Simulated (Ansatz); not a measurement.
**C2H9AlGe: one species, many methods**

An exercise on one series of results from a longer session: the logs are not shown, and one member is left open.

Method: functionals in def2-TZVPP, the program's frozen cores in correlated methods; program: Ansatz 0.2.0, Gaussian basis.

Plan: PBE-D4, r2SCAN-D4, PBE0-D4, B3LYP-D4, ωB97X-V, ωB97M-V, B2PLYP; CCSD(T)/def2-TZVPP; MP2/def2-QZVPP; extrapolation to the limit.

## The relaxed structure

The geometry comes from an earlier relaxation with PBE0-D4 in a triple-zeta def2 set; it is a stationary point, not always the lowest conformer.

SMILES `[AlH2][CH2][CH2][GeH3]`, 13 atoms, charge 0, spin multiplicity 1.

Atoms are counted from 1 here; the program's logs count them from 0.

Bond lengths: Al1–C2 1.962 Å, Al1–H5 1.591 Å, Al1–H6 1.591 Å, C2–C3 1.531 Å, C2–H7 1.099 Å, C2–H8 1.099 Å, C3–Ge4 1.963 Å, C3–H9 1.094 Å, C3–H10 1.094 Å, Ge4–H11 1.541 Å, Ge4–H12 1.541 Å, Ge4–H13 1.542 Å. Angles: C2–Al1–H5 120.1°, C2–Al1–H6 120.2°, H5–Al1–H6 119.7°, Al1–C2–C3 116.0°, Al1–C2–H7 107.5°, Al1–C2–H8 107.4°, C3–C2–H7 110.7°, C3–C2–H8 110.6°, H7–C2–H8 103.8°, C2–C3–Ge4 113.0°, C2–C3–H9 111.2°, C2–C3–H10 111.2°, Ge4–C3–H9 107.7°, Ge4–C3–H10 107.7°, H9–C3–H10 105.7°, C3–Ge4–H11 109.5°, C3–Ge4–H12 109.5°, C3–Ge4–H13 112.2° and more.

Set-up of the first run:

Input file in.yaml:

```yaml
crystal:
  periodic: [false, false, false]
  atoms:
    - {symbol: Al, position_ang: [-1.171730, 2.193264, -0.658392]}
    - {symbol: C, position_ang: [-0.613168, 0.317153, -0.520725]}
    - {symbol: C, position_ang: [0.500931, 0.019811, 0.486271]}
    - {symbol: Ge, position_ang: [0.989661, -1.880798, 0.549021]}
    - {symbol: H, position_ang: [-2.311981, 2.613010, -1.685547]}
    - {symbol: H, position_ang: [-0.486505, 3.300403, 0.256167]}
    - {symbol: H, position_ang: [-0.325314, -0.016520, -1.527839]}
    - {symbol: H, position_ang: [-1.509636, -0.277269, -0.293195]}
    - {symbol: H, position_ang: [1.406488, 0.588241, 0.254742]}
    - {symbol: H, position_ang: [0.211878, 0.322213, 1.497093]}
    - {symbol: H, position_ang: [1.465870, -2.336382, -0.844410]}
    - {symbol: H, position_ang: [-0.246681, -2.718022, 0.931759]}
    - {symbol: H, position_ang: [2.110687, -2.159903, 1.569754]}
basis:
  gaussian: {orbitals: def2-TZVPP}
hamiltonian: {xc: pbe, dispersion: d4}
output: {forces: true, orbitals: {seedname: orbitals}}
```

Command:

```
$ ansatz run in.yaml --threads 4 --pin off --events-out ev --progress --plain --max-ram 10444MiB
```

Among the steps run: PBE-D4 (GGA); r2SCAN-D4 (meta-GGA); PBE0-D4 (hybrid); B3LYP-D4 (hybrid); ωB97X-V (range-separated); ωB97M-V (range-separated); B2PLYP (double hybrid); CCSD(T) in def2-TZVPP; MP2 in def2-QZVPP.

One of the session's tables, all rows but one given; the rest of the session is left out.

| method | atomisation energy (kJ/mol) |
| --- | --- |
| PBE-D4 | 4127.8 |
| r2SCAN-D4 | ? |
| PBE0-D4 | 4109.0 |
| B3LYP-D4 | 4121.5 |
| ωB97X-V | 4150.9 |
| ωB97M-V | 4128.1 |
| B2PLYP | 4078.2 |
| HF/def2-TZVPP | 3121.3 |
| MP2/def2-TZVPP | 4052.0 |
| CCSD/def2-TZVPP | 4020.8 |
| CCSD(T)/def2-TZVPP | 4062.0 |
| MP2/CBS | 4132.9 |
| CCSD(T)/CBS | 4143.0 |

**Question.** Estimate the row for r2SCAN-D4.

The run gave: atomisation energy (kJ/mol): 4136.3. In the column «atomisation energy (kJ/mol)» it lies between MP2/CBS (4132.9) and CCSD(T)/CBS (4143.0).

To keep in mind: Free atoms (1 Al, 2 C, 1 Ge, 9 H) were run apart at each level; the atomisation energy is their sum less the molecule, without zero-point or spin-orbit terms.
